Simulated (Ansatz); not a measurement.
## SnO2, space group Pnnm: a calculation of the elastic constants, step by step

Computed with Ansatz 0.2.0, Python API.

`sno2.extxyz`
```text
6
Lattice="4.788004 0.0 0.0 0.0 4.866582 0.0 0.0 0.0 3.240898" Properties=species:S:1:pos:R:3 pbc="T T T"
Sn    2.39400200    2.43329100    1.62044900
Sn    0.00000000    0.00000000    0.00000000
O     1.39740291    1.56237722    0.00000000
O     3.79140491    0.87091378    1.62044900
O     0.99659909    3.99566822    1.62044900
O     3.39060109    3.30420478    0.00000000
```

Notebook, run cell by cell (the value of a cell's last expression is shown):

```python
from dataclasses import replace
import warnings

import ansatz as az
import numpy as np
```

```python
warnings.simplefilter("ignore", az.DeckWarning)
```

```python
structure = az.Crystal.from_extxyz("sno2.extxyz")
```

```python
len(structure.resolved().sites)
```

    6

```python
model = (
    structure.calculation()
    .functional(az.Functional.R2SCAN)
    .occupations("Fixed")
    .mixing("anderson", preconditioner="none")
    .scf(tolerance=1e-07, extra_bands=6)
    .kpoints(5, 5, 7)
)
# first bring the cell to zero stress
rest = model.relax(cell=True).run(threads=1, pin="off").lattice
relaxed = az.Crystal(lattice=az.Lattice.of(rest.cell_ang))
for site in rest.sites:
    relaxed = relaxed.atom(site.symbol, site.position_frac)
model = replace(model, crystal=relaxed)
print("relaxed volume {:.3f} A^3".format(abs(np.linalg.det(rest.cell_ang))))
res = model.elastic("relaxed_ion").run(threads=1, pin="off")
elastic = res.elastic

print("C_ij (GPa), Voigt order xx yy zz yz xz xy")
for row in elastic.c_gpa:
    print(" ".join(f"{value:8.1f}" for value in row))
print("smallest eigenvalue of C:", round(elastic.stability.min_eigenvalue_gpa, 1), "GPa; tensor positive definite:", elastic.stability.min_eigenvalue_gpa > 0)
# averaged moduli need a positive definite tensor
if elastic.stability.min_eigenvalue_gpa > 0:
    for name, value in elastic.moduli.to_plain().items():
        print(f"{name:14s} {value:9.3f}")
```

    relaxed volume 72.511 A^3
    RunWarning: the batch relaxed its own reference, and an SCF of it behind that relaxation gives max|allowed force component| = 5.66e-5 eV/Å, over `elastic.f_tol` = 5.0e-5 eV/Å; the relaxation's last accepted step gave 3.95e-5 eV/Å. The run goes on. C, the moduli and the stability verdict are formed from the stresses of [...]
    C_ij (GPa), Voigt order xx yy zz yz xz xy
       254.5    175.0    152.1     -0.0     -0.0     -0.0
       174.6    254.2    152.1     -0.0     -0.0      0.0
       152.1    152.1    437.9     -0.0     -0.0      0.0
         0.0      0.0      0.0     99.7     -0.0     -0.0
         0.0     -0.0     -0.0     -0.0     99.6      0.0
         0.0     -0.0      0.0     -0.0     -0.0    204.9
    smallest eigenvalue of C: 79.6 GPa; tensor positive definite: True
    k_voigt_gpa      211.610
    k_reuss_gpa      203.346
    k_hill_gpa       207.478
    g_voigt_gpa      112.008
    g_reuss_gpa       84.672
    g_hill_gpa        98.340
    youngs_gpa       254.769
    poisson            0.295

The settings weren't tested for convergence. With fixed filling the reported Fermi level is the top filled level among the k-points of the SCF. A positive definite tensor excludes instabilities under uniform strain alone; phonons elsewhere in the zone can still be imaginary. The cell relaxed to the group P4_2/mnm; tensors and edges are in the axes of the typed cell. The structure comes from a database of computed cells and needn't be a stable or known phase. Warnings are shown shortened and without file and line. The constants belong to the cell that was strained; where it wasn't relaxed first it may be under stress. The script silences the warnings on its input, which a real study should read. Timing: 18 min on 1 thread of Arm Neoverse V1 (shared host), peak memory 0.68 GiB.

(A comment or docstring line of the script was reworded after the run, the code is as it ran.)
